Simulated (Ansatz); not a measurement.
Runs of Ansatz 0.2.0 on BiTe. It takes space group R-3m (No. 166, trigonal). Conventional cell: a = 4.845 Å, b = 4.845 Å, c = 9.952 Å, α = 90.00°, β = 90.00°, γ = 120.00°. Bi (site symmetry -3m) has 6 Te at 3.25 Å as nearest neighbours. Te (site symmetry -3m) has 6 Bi at 3.25 Å as nearest neighbours. The cell comes from a database or a generator and needn't be the stable form of this composition.

```tsv
level	share of exact exchange	gap on the mesh (eV)	pressure (GPa)
HSE06 form with a typed share of exact exchange	0.5	none	-3.4
HSE06	0.25	none	-1.8
HSE06 form with a typed share of exact exchange	0	none	0.0
HSE06 form with a typed share of exact exchange	0.1	none	(b)
HSE06 form with a typed share of exact exchange	0.35	none	(a)
```

Alike in all rows: task single point; potentials or basis Ansatz PAW; no spin polarisation; cell as given; k mesh 4 × 4 × 4; cutoff (eV) 420; smearing fermi-dirac 0.05 eV; the mesh is coarse, so values aren't converged.

Q: Fill in the values left out.

A: (a) -2.5; (b) -0.7.

Caveats: all runs use coarse meshes; spin-orbit coupling is left out, which moves the levels of the heavy elements; the PAW data sets come from PBE, with cores solved anew for the run's functional, which leaves a small shift of forces and pressure (some runs); the thresholds are loose for stress (some runs); the PAW data sets were made with another functional, which shifts forces and pressure a little (some runs).

A k mesh can miss the band edges, and the runs leave out spin-orbit coupling on Bi, Te.

A gap of «none» marks a metal or a gap under the smearing width.
